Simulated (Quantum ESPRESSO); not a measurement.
# GaF (Pm-3m) in Quantum ESPRESSO: further runs, part 2 of 3

Quantum ESPRESSO 7.5. The steps go on from the part before.

## (3) Phonons, LDA

Input file pw.in:

```
&CONTROL
  calculation = 'scf'
  prefix = 'pwscf'
  outdir = './tmp'
  pseudo_dir = './pseudo'
  tprnfor = .true.
  tstress = .true.
  disk_io = 'low'
/
&SYSTEM
  ibrav = 0
  nat = 2
  ntyp = 2
  ecutwfc = 84
  nbnd = 16
  occupations = 'smearing'
  smearing = 'fd'
  degauss = 0.00367493
/
&ELECTRONS
  conv_thr = 4d-10
  electron_maxstep = 120
  mixing_beta = 0.5
/
ATOMIC_SPECIES
Ga    69.7230 Ga.upf
F     18.9984 F.upf
CELL_PARAMETERS bohr
   5.9827217325    0.0000000000    0.0000000000
   0.0000000000    5.9827217325    0.0000000000
   0.0000000000    0.0000000000    5.9827217325
ATOMIC_POSITIONS bohr
Ga     0.0000000000    0.0000000000    0.0000000000
F      2.9913608662    2.9913608662    2.9913608662
K_POINTS automatic
6 6 6 1 1 1
```

Input file relax.in:

```
&CONTROL
  calculation = 'vc-relax'
  prefix = 'pwscf'
  outdir = './tmp'
  pseudo_dir = './pseudo'
  tprnfor = .true.
  tstress = .true.
  disk_io = 'low'
  nstep = 40
  forc_conv_thr = 0.0001
  etot_conv_thr = 1d-06
/
&SYSTEM
  ibrav = 0
  nat = 2
  ntyp = 2
  ecutwfc = 84
  nbnd = 16
  occupations = 'smearing'
  smearing = 'fd'
  degauss = 0.00367493
/
&ELECTRONS
  conv_thr = 4d-10
  electron_maxstep = 120
  mixing_beta = 0.5
/
&IONS
  ion_dynamics = 'bfgs'
/
&CELL
  cell_dynamics = 'bfgs'
  press = 0
  press_conv_thr = 0.2
/
ATOMIC_SPECIES
Ga    69.7230 Ga.upf
F     18.9984 F.upf
CELL_PARAMETERS bohr
   5.9827217325    0.0000000000    0.0000000000
   0.0000000000    5.9827217325    0.0000000000
   0.0000000000    0.0000000000    5.9827217325
ATOMIC_POSITIONS bohr
Ga     0.0000000000    0.0000000000    0.0000000000
F      2.9913608662    2.9913608662    2.9913608662
K_POINTS automatic
6 6 6 1 1 1
```

Input file scf2.in:

```
&CONTROL
  calculation = 'scf'
  prefix = 'pwscf'
  outdir = './tmp'
  pseudo_dir = './pseudo'
  tprnfor = .true.
  tstress = .true.
  disk_io = 'low'
/
&SYSTEM
  ibrav = 0
  nat = 2
  ntyp = 2
  ecutwfc = 84
  nbnd = 16
  occupations = 'fixed'
/
&ELECTRONS
  conv_thr = 1d-13
  electron_maxstep = 120
  mixing_beta = 0.5
  startingpot = 'file'
  startingwfc = 'file'
/
ATOMIC_SPECIES
Ga    69.7230 Ga.upf
F     18.9984 F.upf
CELL_PARAMETERS bohr
   5.7173660529    0.0000000000    0.0000000000
   0.0000000000    5.7173660529    0.0000000000
   0.0000000000    0.0000000000    5.7173660529
ATOMIC_POSITIONS bohr
Ga     0.0000000000    0.0000000000    0.0000000000
F      2.8586830265    2.8586830265    2.8586830265
K_POINTS automatic
6 6 6 1 1 1
```

Input file ph.in:

```
phonons of GaF
&INPUTPH
  prefix = 'pwscf'
  outdir = './tmp'
  tr2_ph = 1d-18
  fildyn = 'dyn'
  niter_ph = 90
  alpha_mix(1) = 0.7
/
0.5000000000 0.5000000000 0.0000000000
```

Potentials or basis: PseudoDojo 0.4.1 SR LDA standard.

Command:

```sh
> OMP_NUM_THREADS=1 pw.x -in pw.in > pw.out
> OMP_NUM_THREADS=1 pw.x -in relax.in > relax.out
> OMP_NUM_THREADS=1 pw.x -in scf2.in > scf2.out
> OMP_NUM_THREADS=1 ph.x -in ph.in > ph.out
```

pw.out:

```text
This program is part of the open-source Quantum ESPRESSO suite
     for quantum simulation of materials; please cite
[... 9 lines left out ...]
     --------------------
     sticks:   dense  smooth     PW     G-vecs:    dense   smooth      PW
     Sum         949     949    285                22143    22143    3575

     Using Slab Decomposition

     bravais-lattice index     =            0
     lattice parameter (alat)  =       5.9827  a.u.
     unit-cell volume          =     214.1393 (a.u.)^3
     number of atoms/cell      =            2
     number of atomic types    =            2
     number of electrons       =        20.00
     number of Kohn-Sham states=           16
     kinetic-energy cutoff     =      84.0000  Ry
     charge density cutoff     =     336.0000  Ry
     scf convergence threshold =      4.0E-10
     mixing beta               =       0.5000
     number of iterations used =            8  plain     mixing
     Exchange-correlation= SLA  PW   NOGX NOGC
                           (   1   4   0   0   0   0   0)

     celldm(1)=   5.982722  celldm(2)=   0.000000  celldm(3)=   0.000000
     celldm(4)=   0.000000  celldm(5)=   0.000000  celldm(6)=   0.000000

     crystal axes: (cart. coord. in units of alat)
               a(1) = (   1.000000   0.000000   0.000000 )
               a(2) = (   0.000000   1.000000   0.000000 )
               a(3) = (   0.000000   0.000000   1.000000 )

     reciprocal axes: (cart. coord. in units 2 pi/alat)
               b(1) = (  1.000000  0.000000  0.000000 )
               b(2) = (  0.000000  1.000000  0.000000 )
               b(3) = (  0.000000  0.000000  1.000000 )

     PseudoPot. # 1 for Ga read from file:
     Ga.upf
     Pseudo is Norm-conserving + core correction, Zval = 13.0
     Generated using ONCVPSP code by D. R. Hamann
     Using radial grid of 1858 points,  6 beta functions with:
                l(1) =   0
                l(2) =   0
                l(3) =   1
                l(4) =   1
                l(5) =   2
                l(6) =   2

     PseudoPot. # 2 for F  read from file:
     F.upf
     Pseudo is Norm-conserving + core correction, Zval =  7.0
     Generated using ONCVPSP code by D. R. Hamann
     Using radial grid of  824 points,  5 beta functions with:
                l(1) =   0
                l(2) =   0
                l(3) =   1
                l(4) =   1
                l(5) =   2

     atomic species   valence    mass     pseudopotential
     Ga               13.00    69.72300     Ga( 1.00)
     F                 7.00    18.99840     F ( 1.00)

     48 Sym. Ops., with inversion, found

   Cartesian axes

     site n.     atom                  positions (alat units)
         1        Ga     tau(   1) = (   0.0000000   0.0000000   0.0000000  )
         2        F      tau(   2) = (   0.5000000   0.5000000   0.5000000  )

     number of k points=    10  Fermi-Dirac smearing, width (Ry)=  0.0037
                       cart. coord. in units 2pi/alat
        k(    1) = (   0.0833333   0.0833333   0.0833333), wk =   0.0740741
        k(    2) = (   0.0833333   0.0833333   0.2500000), wk =   0.2222222
        k(    3) = (   0.0833333   0.0833333   0.4166667), wk =   0.2222222
        k(    4) = (   0.0833333   0.2500000   0.2500000), wk =   0.2222222
        k(    5) = (   0.0833333   0.2500000   0.4166667), wk =   0.4444444
        k(    6) = (   0.0833333   0.4166667   0.4166667), wk =   0.2222222
        k(    7) = (   0.2500000   0.2500000   0.2500000), wk =   0.0740741
        k(    8) = (   0.2500000   0.2500000   0.4166667), wk =   0.2222222
        k(    9) = (   0.2500000   0.4166667   0.4166667), wk =   0.2222222
        k(   10) = (   0.4166667   0.4166667   0.4166667), wk =   0.0740741

     Dense  grid:    22143 G-vectors     FFT dimensions: (  36,  36,  36)

     Initial potential from superposition of free atoms

     starting charge      19.9979, renormalised to      20.0000
     Starting wfcs are   13 randomized atomic wfcs +    3 random wfcs

     Self-consistent Calculation

     iteration #  1     ecut=    84.00 Ry     beta= 0.50
     Davidson diagonalization with overlap
     ethr =  1.00E-02,  avg # of iterations =  4.0

     total energy              =    -201.80986574 Ry
     estimated scf accuracy    <       0.23520794 Ry

     iteration #  2     ecut=    84.00 Ry     beta= 0.50
     Davidson diagonalization with overlap
     ethr =  1.18E-03,  avg # of iterations =  2.0

     total energy              =    -201.87015998 Ry
     estimated scf accuracy    <       0.12578591 Ry

     iteration #  3     ecut=    84.00 Ry     beta= 0.50
     Davidson diagonalization with overlap
     ethr =  6.29E-04,  avg # of iterations =  2.0

     total energy              =    -201.89408576 Ry
     estimated scf accuracy    <       0.00363038 Ry

     iteration #  4     ecut=    84.00 Ry     beta= 0.50
     Davidson diagonalization with overlap
     ethr =  1.82E-05,  avg # of iterations =  3.2

     total energy              =    -201.89470720 Ry
     estimated scf accuracy    <       0.00140725 Ry

     iteration #  5     ecut=    84.00 Ry     beta= 0.50
     Davidson diagonalization with overlap
     ethr =  7.04E-06,  avg # of iterations =  1.7

     total energy              =    -201.89501284 Ry
     estimated scf accuracy    <       0.00004268 Ry

     iteration #  6     ecut=    84.00 Ry     beta= 0.50
     Davidson diagonalization with overlap
     ethr =  2.13E-07,  avg # of iterations =  2.0

     total energy              =    -201.89502578 Ry
     estimated scf accuracy    <       0.00003085 Ry

     iteration #  7     ecut=    84.00 Ry     beta= 0.50
     Davidson diagonalization with overlap
     ethr =  1.54E-07,  avg # of iterations =  1.3

     total energy              =    -201.89502968 Ry
     estimated scf accuracy    <       0.00000052 Ry

     iteration #  8     ecut=    84.00 Ry     beta= 0.50
     Davidson diagonalization with overlap
     ethr =  2.61E-09,  avg # of iterations =  2.1

     total energy              =    -201.89502976 Ry
     estimated scf accuracy    <       0.00000003 Ry

     iteration #  9     ecut=    84.00 Ry     beta= 0.50
     Davidson diagonalization with overlap
     ethr =  1.52E-10,  avg # of iterations =  1.8

     total energy              =    -201.89502975 Ry
     estimated scf accuracy    <       0.00000003 Ry

     iteration # 10     ecut=    84.00 Ry     beta= 0.50
     Davidson diagonalization with overlap
     ethr =  1.36E-10,  avg # of iterations =  1.1

     total energy              =    -201.89502975 Ry
     estimated scf accuracy    <          3.2E-09 Ry

     iteration # 11     ecut=    84.00 Ry     beta= 0.50
     Davidson diagonalization with overlap
     ethr =  1.59E-11,  avg # of iterations =  1.7

     End of self-consistent calculation

          k = 0.0833 0.0833 0.0833 (  2806 PWs)   bands (ev):

   -15.6524  -8.1968  -8.1968  -8.0461  -8.0453  -8.0453  -0.1115   2.5839
     2.5839   3.1270  13.0963  13.0963  13.5869  17.5859  17.5859  23.6809

          k = 0.0833 0.0833 0.2500 (  2775 PWs)   bands (ev):

   -15.5861  -8.1926  -8.1448  -8.0670  -8.0643  -8.0435  -0.3170   2.4953
     2.7172   3.8146   9.9995  13.2585  13.7976  18.1167  20.6173  22.7644

          k = 0.0833 0.0833 0.4167 (  2790 PWs)   bands (ev):

   -15.5184  -8.1884  -8.0943  -8.0886  -8.0825  -8.0415  -0.5651   2.6559
     2.8548   4.8390   7.4047  13.4282  14.1698  19.1320  20.6510  22.1726

          k = 0.0833 0.2500 0.2500 (  2783 PWs)   bands (ev):

   -15.5283  -8.1662  -8.1120  -8.0816  -8.0631  -8.0620  -0.0832   1.9713
     2.7699   4.3560  10.2029  10.6709  13.9831  19.2853  20.7193  22.4568

          k = 0.0833 0.2500 0.4167 (  2786 PWs)   bands (ev):

   -15.4695  -8.1563  -8.0982  -8.0802  -8.0646  -8.0590   0.0188   1.9064
     2.8791   4.6878   8.3005  11.0000  14.5027  17.9766  21.2685  21.9004

          k = 0.0833 0.4167 0.4167 (  2772 PWs)   bands (ev):

   -15.4197  -8.1383  -8.1061  -8.0793  -8.0789  -8.0186   0.8729   1.3583
     2.9440   3.9683   9.2620   9.5814  15.1966  15.9907  21.6167  21.9438

          k = 0.2500 0.2500 0.2500 (  2782 PWs)   bands (ev):

   -15.4751  -8.1098  -8.1098  -8.0871  -8.0871  -8.0713   0.2629   2.2044
     2.2044   4.5778  10.5554  10.5554  11.5414  19.9865  19.9865  21.4275

          k = 0.2500 0.2500 0.4167 (  2787 PWs)   bands (ev):

   -15.4209  -8.1152  -8.1042  -8.0926  -8.0830  -8.0507   0.5625   1.9631
     2.4558   4.6881   8.7884  10.4030  12.3920  18.6068  18.6399  21.0255

          k = 0.2500 0.4167 0.4167 (  2784 PWs)   bands (ev):

   -15.3716  -8.1257  -8.1107  -8.1033  -8.0767  -8.0170   1.3108   1.6940
     2.4860   4.4500   9.1128   9.1842  12.0453  16.8991  19.2786  19.3249

          k = 0.4167 0.4167 0.4167 (  2782 PWs)   bands (ev):

   -15.3227  -8.1414  -8.1414  -8.1319  -8.0155  -8.0155   1.8415   2.0765
     2.0765   5.1825   8.7077   8.7077   9.7687  17.8074  18.0946  18.0946

     the Fermi energy is     6.2200 ev

!    total energy              =    -201.89502975 Ry
     estimated scf accuracy    <          4.6E-11 Ry
     smearing contrib. (-TS)   =      -0.00000000 Ry
     internal energy E=F+TS    =    -201.89502975 Ry

     The total energy is F=E-TS. E is the sum of the following terms:
     one-electron contribution =     -76.73229761 Ry
     hartree contribution      =      54.36262200 Ry
     xc contribution           =     -51.74351316 Ry
     ewald contribution        =    -127.78184098 Ry

     convergence has been achieved in  11 iterations

     Forces acting on atoms (cartesian axes, Ry/au):

     atom    1 type  1   force =     0.00000000    0.00000000    0.00000000
     atom    2 type  2   force =     0.00000000    0.00000000    0.00000000

     Total force =     0.000000     Total SCF correction =     0.000000

     Computing stress (Cartesian axis) and pressure

          total   stress  (Ry/bohr**3)                   (kbar)     P=      -65.85
  -0.00044764   0.00000000   0.00000000          -65.85        0.00        0.00
   0.00000000  -0.00044764   0.00000000            0.00      -65.85        0.00
   0.00000000   0.00000000  -0.00044764            0.00        0.00      -65.85

=------------------------------------------------------------------------------=
   JOB DONE.
=------------------------------------------------------------------------------=
```

Run time: 4.6 min. Hardware: 1 thread of AMD EPYC (Zen 3), shared host; peak memory 0.09 GiB.

What came out:

```yaml
Free_energy: -2747.0161 eV
Relaxed_volume: 13.85 Å³/atom
Relaxed_cell: a = 3.025 Å, b = 3.025 Å, c = 3.025 Å, α = 90.00°, β = 90.00°, γ = 90.00°
Space_group_after_relaxing_to_0.05_Å: Pm-3m (No. 221)
Pressure_after_relaxing: 0.0 GPa
Highest_phonon_frequency_at_the_q_point_run: 107 cm⁻¹
Most_unstable_mode: 108i cm⁻¹
```

Step by step:
| step | energy change (eV) | largest force (eV/Å) | pressure (GPa) | volume (Å³) |
| --- | --- | --- | --- | --- |
| 1 | 0.0000 | 0.0000 | -6.58 | 31.73 |
| 2 | -0.0394 | 0.0000 | -5.36 | 30.68 |
| 3 | -0.0801 | 0.0000 | -3.01 | 29.14 |
| 4 | -0.0937 | 0.0000 | 0.78 | 27.38 |
| 5 | -0.0944 | 0.0000 | -0.07 | 27.72 |
| 6 | -0.0944 | 0.0000 | 0.00 | 27.69 |

Final structure:
```
CELL_PARAMETERS angstrom
3.02550 0.00000 0.00000
0.00000 3.02550 0.00000
0.00000 0.00000 3.02550
ATOMIC_POSITIONS crystal
Ga 0.00000 0.00000 0.00000
F 0.50000 0.50000 0.50000
```

Phonon frequencies in cm⁻¹ (negative: imaginary):
| q point | frequencies |
| --- | --- |
| (0.500, 0.500, 0.000) | -108 -108 -93 90 107 107 |

Phonon modes at q = (0.500, 0.500, 0.000) in reciprocal lattice units:
```csv
mode,symmetry,cm⁻¹
1,E_u,-108
2,E_u,-108
3,A_2u,-93
4,B_1u,90
5,E_u,107
6,E_u,107
```

Caveat: some modes are imaginary.

## (4) Phonons, LDA

pw.in is that of step 3.

relax.in is that of step 3.

scf2.in: that of step 3 with these lines changed.

```diff
@@ -28,8 +28,8 @@
 CELL_PARAMETERS bohr
-   5.7173660529    0.0000000000    0.0000000000
-   0.0000000000    5.7173660529    0.0000000000
-   0.0000000000    0.0000000000    5.7173660529
+   5.7173660537    0.0000000000    0.0000000000
+   0.0000000000    5.7173660537    0.0000000000
+   0.0000000000    0.0000000000    5.7173660537
 ATOMIC_POSITIONS bohr
 Ga     0.0000000000    0.0000000000    0.0000000000
-F      2.8586830265    2.8586830265    2.8586830265
+F      2.8586830268    2.8586830268    2.8586830268
 K_POINTS automatic
```

ph.in: that of step 3 with these lines changed.

```diff
@@ -9,2 +9,2 @@
 /
-0.5000000000 0.5000000000 0.0000000000
+0.5000000000 0.5000000000 0.5000000000
```

Potentials or basis: PseudoDojo 0.4.1 SR LDA standard.

Command:

```sh
> OMP_NUM_THREADS=1 pw.x -in pw.in > pw.out
> OMP_NUM_THREADS=1 pw.x -in relax.in > relax.out
> OMP_NUM_THREADS=1 pw.x -in scf2.in > scf2.out
> OMP_NUM_THREADS=1 ph.x -in ph.in > ph.out
```

pw.out:

```text
This program is part of the open-source Quantum ESPRESSO suite
     for quantum simulation of materials; please cite
[... 9 lines left out ...]
     --------------------
     sticks:   dense  smooth     PW     G-vecs:    dense   smooth      PW
     Sum         949     949    285                22143    22143    3575

     Using Slab Decomposition

     bravais-lattice index     =            0
     lattice parameter (alat)  =       5.9827  a.u.
     unit-cell volume          =     214.1393 (a.u.)^3
     number of atoms/cell      =            2
     number of atomic types    =            2
     number of electrons       =        20.00
     number of Kohn-Sham states=           16
     kinetic-energy cutoff     =      84.0000  Ry
     charge density cutoff     =     336.0000  Ry
     scf convergence threshold =      4.0E-10
     mixing beta               =       0.5000
     number of iterations used =            8  plain     mixing
[... 146 lines left out ...]

     End of self-consistent calculation

          k = 0.0833 0.0833 0.0833 (  2806 PWs)   bands (ev):

   -15.6524  -8.1968  -8.1968  -8.0461  -8.0453  -8.0453  -0.1115   2.5839
     2.5839   3.1270  13.0963  13.0963  13.5869  17.5859  17.5859  23.6809
[... 43 lines left out ...]
   -15.3227  -8.1414  -8.1414  -8.1319  -8.0155  -8.0155   1.8415   2.0765
     2.0765   5.1825   8.7077   8.7077   9.7687  17.8074  18.0946  18.0946

     the Fermi energy is     6.2200 ev

!    total energy              =    -201.89502975 Ry
     estimated scf accuracy    <          4.6E-11 Ry
     smearing contrib. (-TS)   =      -0.00000000 Ry
     internal energy E=F+TS    =    -201.89502975 Ry

     The total energy is F=E-TS. E is the sum of the following terms:
     one-electron contribution =     -76.73229761 Ry
     hartree contribution      =      54.36262200 Ry
     xc contribution           =     -51.74351316 Ry
     ewald contribution        =    -127.78184098 Ry

     convergence has been achieved in  11 iterations

     Forces acting on atoms (cartesian axes, Ry/au):

     atom    1 type  1   force =     0.00000000    0.00000000    0.00000000
     atom    2 type  2   force =     0.00000000    0.00000000    0.00000000

     Total force =     0.000000     Total SCF correction =     0.000000

     Computing stress (Cartesian axis) and pressure

          total   stress  (Ry/bohr**3)                   (kbar)     P=      -65.85
  -0.00044764   0.00000000   0.00000000          -65.85        0.00        0.00
   0.00000000  -0.00044764   0.00000000            0.00      -65.85        0.00
   0.00000000   0.00000000  -0.00044764            0.00        0.00      -65.85

=------------------------------------------------------------------------------=
   JOB DONE.
=------------------------------------------------------------------------------=
```

scf2.out:

```text
This program is part of the open-source Quantum ESPRESSO suite
     for quantum simulation of materials; please cite
[... 9 lines left out ...]
     --------------------
     sticks:   dense  smooth     PW     G-vecs:    dense   smooth      PW
     Sum         877     877    261                19549    19549    3119
[... 186 lines left out ...]
  -0.00000026   0.00000000   0.00000000           -0.04        0.00        0.00
   0.00000000  -0.00000026   0.00000000            0.00       -0.04        0.00
   0.00000000   0.00000000  -0.00000026            0.00        0.00       -0.04

=------------------------------------------------------------------------------=
   JOB DONE.
=------------------------------------------------------------------------------=
```

Wall time 3.1 min (1 thread of AMD EPYC (Zen 3), shared host); peak memory 0.09 GiB.

Results:

```
Free energy                                 : -2747.0161 eV
Relaxed volume                              : 13.85 Å³/atom
Relaxed cell                                : a = 3.025 Å, b = 3.025 Å, c = 3.025 Å, α = 90.00°, β = 90.00°, γ = 90.00°
Space group after relaxing (to 0.05 Å)      : Pm-3m (No. 221)
Pressure after relaxing                     : 0.0 GPa
Highest phonon frequency at the q point run : 174 cm⁻¹
```

The path:
```tsv
step	energy change (eV)	largest force (eV/Å)	pressure (GPa)	volume (Å³)
1	0.0000	0.0000	-6.58	31.73
2	-0.0394	0.0000	-5.36	30.68
3	-0.0801	0.0000	-3.01	29.14
4	-0.0937	0.0000	0.78	27.38
5	-0.0944	0.0000	-0.07	27.72
6	-0.0944	0.0000	0.00	27.69
```

Final structure:
```
Ga F
1.0
     3.02550    0.00000    0.00000
     0.00000    3.02550    0.00000
     0.00000    0.00000    3.02550
Ga F
1 1
Cartesian
  0.0000 0.0000 0.0000
  1.5127 1.5127 1.5127
```

Phonon frequencies in cm⁻¹ (negative: imaginary):
```csv
q point,frequencies
"(0.500, 0.500, 0.500)",79 79 79 174 174 174
```

Phonon modes at q = (0.500, 0.500, 0.500) in reciprocal lattice units:
| mode | symmetry | cm⁻¹ |
| --- | --- | --- |
| 1 | T_1u | 79 |
| 2 | T_1u | 79 |
| 3 | T_1u | 79 |
| 4 | T_2g | 174 |
| 5 | T_2g | 174 |
| 6 | T_2g | 174 |

[end of part 2 of 3]
